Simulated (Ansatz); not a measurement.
**HgPt: response to biaxial strain in the a-b plane**

An exercise on one series of results from a longer session: the logs are not shown, and one member is left open.

Method: DFT PBEsol, scalar-relativistic, plane waves, PAW, in Ansatz 0.2.0.

2 further runs of the same task are left out: 2 set aside as unsound or not needed.

## The structure to begin with

Symmetry: P4/mmm, No. 123, tetragonal system. The conventional cell has a = 2.977 Å, b = 2.977 Å, c = 3.872 Å, α = 90.00°, β = 90.00°, γ = 90.00°. Hg (site symmetry 4/mmm) has 8 Pt at 2.86 Å and 4 Hg at 2.98 Å as nearest neighbours. Around Pt (site symmetry 4/mmm) lie 8 Hg at 2.86 Å and 4 Pt at 2.98 Å.

Coordinates:

```cif
data_structure
_symmetry_space_group_name_H-M 'P4/mmm'
_symmetry_Int_Tables_number 123
_cell_length_a 2.9771
_cell_length_b 2.9771
_cell_length_c 3.8718
_cell_angle_alpha 90.000
_cell_angle_beta 90.000
_cell_angle_gamma 90.000
_cell_volume 34.32
loop_
_atom_site_label
_atom_site_type_symbol
_atom_site_symmetry_multiplicity
_atom_site_Wyckoff_symbol
_atom_site_fract_x
_atom_site_fract_y
_atom_site_fract_z
_atom_site_occupancy
Hg1 Hg 1 a 0.00000 0.00000 0.00000 1
Pt1 Pt 1 d 0.50000 0.50000 0.50000 1
```

This cell was relaxed beforehand with the same method: volume 17.16 Å³/atom, gap on the mesh none (metal).

The first run:

Input file input.yaml:

```yaml
crystal:
  lattice:
    - [2.9771049869, 0.0, 0.0]
    - [0.0, 2.9771049869, 0.0]
    - [0.0, 0.0, 3.8718020428]
  atoms:
    - { symbol: Hg, position: [0.0, 0.0, 0.0] }
    - { symbol: Pt, position: [0.5, 0.5, 0.5] }
basis:
  ecutwfc: 420
kpoints:
  mp_grid: { grid: [14, 14, 12] }
hamiltonian:
  xc: pbesol
scf:
  occupations: { method: gaussian, width: 0.1 }
output:
  forces: true
  stress: true
  eigenvalues: true
```

Among the steps run: Reference cell for the strains; The cell strained by -1.0 %; The cell strained by +1.0 %; Strain -2.0 %; The cell strained by +2.0 %; At -3.0 %; The cell strained by +3.0 %.

One table of the session follows, with a row left open; its other results are not shown here.

It belongs to the step «Energy and stress against strain (a metal throughout)». Lengths are those of the vectors of the cell that was run; stresses in GPa:

| strain (%) | ΔE (meV/atom) | a (Å) | b (Å) | c (Å) |
| --- | --- | --- | --- | --- |
| -3.0 | 14.8 | 2.888 | 2.888 | 4.046 |
| -2.0 | 6.5 | 2.918 | 2.918 | 3.988 |
| -1.0 | 1.7 | 2.947 | 2.947 | 3.929 |
| +0.0 | 0.0 | 2.977 | 2.977 | 3.872 |
| +1.0 | 1.4 | 3.007 | 3.007 | 3.817 |
| +2.0 | ? | ? | ? | ? |
| +3.0 | 12.7 | 3.066 | 3.066 | 3.709 |

Estimate the missing values for strain (%) = +2.0.

Worked estimate for «ΔE (meV/atom)». A straight line through the neighbours (1.0, 1.4) and (3.0, 12.7) gives 1.4 + (12.7 − 1.4) × (2.0 − 1.0) / (3.0 − 1.0) = 7.0; a parabola fitted to 3 rows on both sides gives 5.6.

The run gave: ΔE (meV/atom): 5.7; a (Å): 3.037; b (Å): 3.037; c (Å): 3.763. In «ΔE (meV/atom)» the line misses by +1.3 and the parabola by -0.1.

ΔE is over the unstrained cell. Stress in GPa, positive in compression, on the Cartesian axes of the input. 
